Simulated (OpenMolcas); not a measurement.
# Nb³⁺ among point charges: CASSCF and CASPT2 levels and susceptibility

How does a field of 6 point charges split the states of Nb³⁺, and what χT follows?

Method: state-averaged CASSCF and CASPT2, spin-orbit coupling by RASSI with atomic mean-field integrals. Code: OpenMolcas 26.06.

## 1. The system

```
Species                           : Nb³⁺ (niobium, Z = 41, 38 electrons)
Basis                             : ANO-RCC-VDZP [6s5p3d1f], 43 functions
Scalar Hamiltonian                : DKH2, point nucleus
Inactive shells                   : 1s 2s 2p 3s 3p 3d 4s 4p
Active space                      : 2 electrons in 5 orbitals (4d)
Some configurations of this space : 4d²
Orbitals                          : optimised for each spin and parity, averaged over all roots
```

Outer shells as boxes (Hund's rule):

4d2
```
4d [↑ ][↑ ][  ][  ][  ]
```

The ion sits among 6 point charges of -1 e arranged as an octahedron (Oh), 1.98 Å from the ion.

Each step is its own input file, run in one work folder so that later steps find the files of earlier ones. Labels, J, g values, rates, χT and fits are worked out afterwards by a script from the matrices that RASSI stores. The input lists half of the charges; inversion (Group=XYZ) makes the rest.

## 2. One- and two-electron integrals

Contents of a.inp:

```
&GATEWAY
Coord
1

Nb 0.0 0.0 0.0
Basis=ANO-RCC-VDZP
Group=XYZ
NoMove
AngMom=0.0 0.0 0.0
AMFI
XField
3 Angstrom 0
1.980000 0.000000 0.000000 -1.000000
0.000000 1.980000 0.000000 -1.000000
0.000000 0.000000 1.980000 -1.000000
&SEWARD
```

## 3. Reference wave functions, triplets of even parity, 10 roots

Contents of a.inp:

```
&RASSCF
FileOrb=start.orb
Symmetry=1
Spin=3
nActEl=2 0 0
Inactive=9 9
Ras2=5 0
CIRoot=10 10 1
SDav=10
CIMx=300
Iter=120 100
PrWF=0.3
OrbListing=Nothing
MaxOrb=0
>>> COPY $Project.JobIph JOB001
```

start.orb holds the contracted functions of the basis, ordered by shell, or the orbitals of the step before.

## 4. Reference wave functions, singlets of even parity, 15 roots

Contents of a.inp:

```
&RASSCF
FileOrb=start.orb
Symmetry=1
Spin=1
nActEl=2 0 0
Inactive=9 9
Ras2=5 0
CIRoot=15 15 1
SDav=15
CIMx=300
Iter=120 100
PrWF=0.3
OrbListing=Nothing
MaxOrb=0
>>> COPY $Project.JobIph JOB002
```

## 5. RASSI: spin-orbit coupling between the states

Contents of a.inp:

```
&RASSI
NrOfJobIphs=2 10 15
1 2 3 4 5 6 7 8 9 10
1 2 3 4 5 6 7 8 9 10 11 12 13 14 15
IphNames
JOB001
JOB002
EJob
SpinOrbit
DIPRint=1.0
SOCoupling=1000.0
Subsets=2
Property=9
'ANGMOM' 1 'ANGMOM' 2 'ANGMOM' 3 'MLTPL  1' 1 'MLTPL  1' 2 'MLTPL  1' 3
'AMFI' 1 'AMFI' 2 'AMFI' 3
SOProperty=3
'ANGMOM' 1 'ANGMOM' 2 'ANGMOM' 3
```

## 6. CASPT2: IPEA 0.25, imaginary shift 0.1 (closed shells correlated: 4s 4p)

Contents of a.inp:

```
>>> COPY JOB001 $Project.JobIph
&CASPT2
Multistate=10 1 2 3 4 5 6 7 8 9 10
NoMult
Frozen=8 6
IPEA=0.25
Imaginary=0.1
MaxIter=60
WThr=0.0 0.3 0.05
PrWF=0.5
NoMix
>>> COPY JOB002 $Project.JobIph
&CASPT2
Multistate=15 1 2 3 4 5 6 7 8 9 10 11 12 13 14 15
NoMult
Frozen=8 6
IPEA=0.25
Imaginary=0.1
MaxIter=60
WThr=0.0 0.3 0.05
PrWF=0.5
NoMix
```

(Steps that only read results are left out.)

**Question.** What will these runs give? Wanted: spin-free ground state; first state of the same spin within the active space; lowest level; next level.

The runs gave:

| quantity | value |
| --- | --- |
| method | SS-CASPT2, IPEA 0.25, imaginary shift 0.1 (closed shells correlated: 4s 4p) |
| spin-free ground state | 3T1, 3-fold in its orbital part |
| first state of the same spin within the active space | 3T2 at 8900 cm⁻¹ |
| lowest level | 2-fold E, g = 0.00, 0.00, 0.00 |
| next level | 77.4 cm⁻¹ |
| χT at 300 K | 0.36 cm³ K/mol |
| effective moment at 300 K | 1.69 μB |

Cost by method:

| method | time of its own steps | time with the reference |
| --- | --- | --- |
| A. CASSCF | 5.1 s | 5.1 s |
| B. SS-CASPT2, IPEA 0.25, imaginary shift 0.1, +4s 4p | 1.9 s | 7 s |

Times are of one thread on a shared host.

What this shows: The spin-free ground state (3T1) comes to 95 % from free-ion F terms and keeps the highest spin of the shell. χT at 300 K is 0.36, against 1.00 cm³ K/mol for the spin alone, so spin-orbit coupling lowers it. A ligand-field fit to the states below 45000 cm-1 gives 10Dq = 10448 cm-1, B = 621 cm-1 and C = 2534 cm-1 (C/B = 4.08), with a deviation of 300 cm-1. CASPT2 does not keep the components of a term degenerate, and the means are used. The field of point charges can differ much from that of real complexes. This is an electrostatic model: the charges have no orbitals.
